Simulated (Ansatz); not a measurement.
# HfH (quartet): wave-function methods side by side at distance Hf1–H2 = 6.372 Å, def2-TZVPP

One table from this session's results is given with a row withheld; the runs are named, their logs left out.

Computed with Ansatz 0.2.0, Gaussian basis. Level: def2-TZVPP, core rule «outside noble gas», up to 4 orbitals frozen.

Plan: UHF; CCSD(T) on ROHF; CCSD(T) on UHF; CCSDT(Q) on ROHF; CCSDT(Q) on UHF; CASSCF and MRCISD+Q, 5 electrons in 5 orbitals; CASSCF and NEVPT2, 5 electrons in 5 orbitals.

33 further runs of the same task are left out: 22 for a known fault of the program, 11 that didn't finish.

### The system

The geometry derives from a PBE0/def2-TZVP stationary point (not a proven minimum). One bond is set to the value named and the two fragments are kept rigid. No spin-orbit coupling is included. Elements past krypton take def2 core potentials.

2 atoms, charge 0, spin multiplicity 4.

Atoms are counted from 1 here; the program's logs count them from 0.

No contacts short enough for the rule that draws bonds.

Set-up of the first run:

Contents of in.yaml:

```yaml
crystal:
  periodic: [false, false, false]
  atoms:
    - {symbol: Hf, position_ang: [0.000000, 0.000000, 0.000000]}
    - {symbol: H, position_ang: [0.000000, 0.000000, 6.372000]}
basis:
  gaussian: {orbitals: def2-TZVPP}
magnetization: {spin_polarized: true, initial_magnetization: 3}
hamiltonian: {xc: hf}
output: {orbitals: {seedname: orbitals}}
```

Run with:

```sh
> ansatz run in.yaml --threads 1 --pin off --events-out ev --progress --plain --max-ram 4096MiB --backend cpu
```

Steps of the session up to this table: UHF; CCSD(T) on ROHF; CCSD(T) on UHF; CCSDT(Q) on ROHF; CCSDT(Q) on UHF; CASSCF and MRCISD+Q, 5 electrons in 5 orbitals; CASSCF and NEVPT2, 5 electrons in 5 orbitals.

One table of the session follows, with a row left open; its other results are not shown here.

| method | from RCCSDT(Q) (kcal/mol) |
| --- | --- |
| ROHF | +41.94 |
| UHF | +38.71 |
| RMP2 | ? |
| UMP2 | +8.73 |
| RCCSD | +2.94 |
| UCCSD | +0.84 |
| RCCSD(T) | +0.86 |
| UCCSD(T) | -1.13 |
| RCCSDT | +0.08 |
| UCCSDT | -1.89 |
| RCCSDT(Q) | 0 |
| UCCSDT(Q) | -1.96 |
| CASSCF pair | +33.33 |
| NEVPT2 pair | +13.67 |
| MRCISD pair | +3.05 |
| MRCISD+Q pair | +0.72 |

Q: Estimate the row for RMP2 from the others.

As computed: from RCCSDT(Q) (kcal/mol): +10.59. In the column «from RCCSDT(Q) (kcal/mol)» it lies between UMP2 (+8.73) and NEVPT2 pair (+13.67).

Caveats from the session: Restricted and unrestricted rows rest on different reference determinants; where their highest levels disagree by more than a few hundredths of an eV, they describe different states and don't form one ladder.
